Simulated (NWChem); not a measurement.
# HCl (SMILES Cl) at M06-2X/6-311+G(d,p)

What is the electronic atomisation energy of HCl at M06-2X/6-311+G**? 

The results are computed with NWChem 7.3.0.

2 further runs of the same task are left out: 2 set aside as unsound or not needed.

**1. The system as given**

HCl has 2 atoms, charge 0, and is taken as a singlet. As SMILES, `Cl`. Geometry: relaxed at PBE0-D4/def2-TZVP.

Bond lengths: Cl1–H2 1.279 Å.

**2. A single-point energy at M06-2X/6-311+G(d,p)**

clh.nw

```
START clh
memory stack 880 mb heap 220 mb global 1100 mb
charge 0
GEOMETRY noautosym nocenter noautoz
Cl    0.546000   -0.178500    0.280800
H    -0.546000    0.178500   -0.280800
END
BASIS spherical bse
* library 6-311+G**
END
DFT
xc m06-2x
grid coarse
convergence energy 1e-08
maxiter 100
mulliken
noprint "final vectors analysis"
END
TASK dft energy
```

On the command line:

```sh
$ nwchem clh.nw > clh.out
```

The program printed:

```text
[...]
          Wavefunction type:  closed shell.
          No. of atoms     :     2
          No. of electrons :    18
[...]
          Charge           :     0
          Spin multiplicity:     1
[...]
          AO basis - number of functions:    36
[...]
              XC Information
              --------------
                       M06-2X Method XC Functional
                     Hartree-Fock (Exact) Exchange  0.540
                        M06-2X Exchange Functional  1.000
                      M06-2X Correlation Potential  1.000
[...]
 d= 0,ls=0.0,diis     1   -460.7773345350 -4.68D+02  1.00D-02  6.49D-01     0.3
[...]
 d= 0,ls=0.0,diis     7   -460.7963712599 -2.76D-09  9.43D-07  3.02D-10     1.1
         Total DFT energy =     -460.796371259872
      One electron energy =     -649.884778046551
           Coulomb energy =      210.626165293935
    Exchange-Corr. energy =      -28.572535966577
 Nuclear repulsion energy =        7.034777459321
[...]
      Total Density - Mulliken Population Analysis
     ---------------------------------------------
    Atom       Charge   Shell Charges
 -----------   ------   -------------------------------------------------------
    1 Cl  17    17.17   0.78  1.19  0.88  1.10  1.01  0.97  7.46 -1.54  1.08  2.91  1.38  0.01 -0.07  0.02
    2 H    1     0.83   0.24  0.49  0.05  0.05
[...]
```

It took 1.8 s on 1 thread of Intel Xeon Platinum 8488C (Sapphire Rapids), shared host; peak memory 0.11 GiB.

**3. The Cl atom**

cl.nw

```
start cl
title "Cl"
memory 2200 mb
charge 0
geometry units bohr noautosym nocenter noautoz
Cl     0.00000000     0.00000000     0.00000000
end
basis spherical bse
* library 6-311+G**
end
dft
xc m06-2x
mult 2
grid coarse
convergence energy 1e-08
maxiter 100
mulliken
print low
end
task dft energy
```

On the command line:

```sh
$ nwchem cl.nw > cl.out
```

The program printed:

```text
[...]
 d= 0,ls=0.0,diis     1   -460.1242067690 -4.60D+02  5.01D-03  1.55D-01     0.2
[...]
 d= 0,ls=0.0,diis     7   -460.1326893373 -2.01D-09  6.57D-07  9.66D-11     0.7
[...]
         Total DFT energy =     -460.132689337313
      One electron energy =     -634.927435309241
           Coulomb energy =      202.967089367631
    Exchange-Corr. energy =      -28.172343395702
 Nuclear repulsion energy =        0.000000000000
[...]
      Total Density - Mulliken Population Analysis
     ---------------------------------------------
    Atom       Charge   Shell Charges
 -----------   ------   -------------------------------------------------------
    1 Cl  17    17.00   0.78  1.19  0.89  1.10  1.06  0.99  7.45 -1.53  1.04  2.78  1.34 -0.00 -0.08  0.00
     --------------------------------------------
      Spin Density - Mulliken Population Analysis
     --------------------------------------------
    Atom       Charge   Shell Charges
 -----------   ------   -------------------------------------------------------
    1 Cl  17     1.00  -0.00  0.00  0.00 -0.00  0.01 -0.01  0.05 -0.03  0.20  0.60  0.21 -0.00 -0.02  0.00
[...]
      <S2> =      0.7521 (Exact =     0.7500)
[...]
```

Run time: 1.2 s. Hardware: 1 thread of Intel Xeon Platinum 8488C (Sapphire Rapids), shared host; peak memory 0.11 GiB.

**4. The H atom**

h.nw

```
echo
start h
title "H energy"
memory stack 880 mb heap 220 mb global 1100 mb
charge 0
geometry noautosym nocenter noautoz
   H      0.000000     0.000000     0.000000
end
basis spherical bse
   * library 6-311+G**
end
dft
   xc m06-2x
   mult 2
   grid coarse
   convergence energy 1e-08
   iterations 100
   mulliken
   noprint "final vectors analysis"
end
task dft energy
```

Run the same way, it converges to -0.49813 Eh (log not shown).

**5. Summary of results**

At M06-2X/6-311+G**:

| quantity | value |
| --- | --- |
| molecule: total energy | -460.79637 Eh |
| molecule: dipole moment | 1.43 D |
| Cl atom: total energy | -460.13269 Eh |
| Cl atom: ⟨S²⟩ | 0.752 |
| H atom: total energy | -0.49813 Eh |
| H atom: ⟨S²⟩ | 0.750 |
| electronic atomisation energy | 4.505 eV |

**Reading.** Taking the molecule apart into free atoms costs 4.50 eV (104 kcal/mol), before zero-point energy and without spin-orbit coupling.
